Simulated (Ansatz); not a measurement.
# LiSnF4: the cost of one run

Method: DFT PBE, scalar-relativistic, plane waves, PAW, in Ansatz 0.2.0.

## Step 1: The starting structure

Symmetry: P4/mmm, No. 123, tetragonal system. Conventional cell: a = 4.050 Å, b = 4.050 Å, c = 5.959 Å, α = 90.00°, β = 90.00°, γ = 90.00°. Li (site symmetry 4/mmm) is surrounded by 8 F at 3.07 Å. Sn (site symmetry 4/mmm) is surrounded by 6 F at 1.88 to 2.02 Å. F (site symmetry 4mm) is surrounded by 1 Sn at 1.88 Å. F (site symmetry mmm) is surrounded by 2 Sn at 2.02 Å.

Structure file:

```xyz
6
Lattice="4.0500 0.0000 0.0000 0.0000 4.0500 0.0000 0.0000 0.0000 5.9588" Properties=species:S:1:pos:R:3 pbc="T T T"
Li    2.0250    2.0250    2.9794
Sn    0.0000    0.0000    0.0000
F     0.0000    0.0000    1.8794
F     0.0000    0.0000    4.0794
F     0.0000    2.0250    0.0000
F     2.0250    0.0000    0.0000
```

Recipe of the guess: Li between sheets of the SnF4 type, stage 1 (P4/mmm, No. 123). The dimensions are guesses.

## Step 2: The guess as it stands, on a coarse mesh

File input.yaml:

```yaml
crystal:
  lattice:
    - [4.05, 0.0, 0.0]
    - [0.0, 4.05, 0.0]
    - [0.0, 0.0, 5.95881986]
  atoms:
    - { symbol: Li, position: [0.5, 0.5, 0.5] }
    - { symbol: Sn, position: [0.0, 0.0, 0.0] }
    - { symbol: F, position: [0.0, 0.0, 0.31539969] }
    - { symbol: F, position: [0.0, 0.0, 0.68460031] }
    - { symbol: F, position: [0.0, 0.5, 0.0] }
    - { symbol: F, position: [0.5, 0.0, 0.0] }
basis:
  ecutwfc: 420
kpoints:
  mp_grid: { grid: [4, 4, 4] }
hamiltonian:
  xc: pbe
scf:
  occupations: { method: gaussian, width: 0.1 }
  lower_state_search: "off"
output:
  forces: true
  stress: true
  eigenvalues: true
```

Command:

```sh
ansatz run input.yaml --threads 1 --pin off --max-ram 2048MiB --backend cpu --events-out ev --progress --plain --runs-dir out
```

What time and memory should one allow on 1 thread of Arm Neoverse V2, shared host?

About 3 s, with a peak of 0.34 GiB.
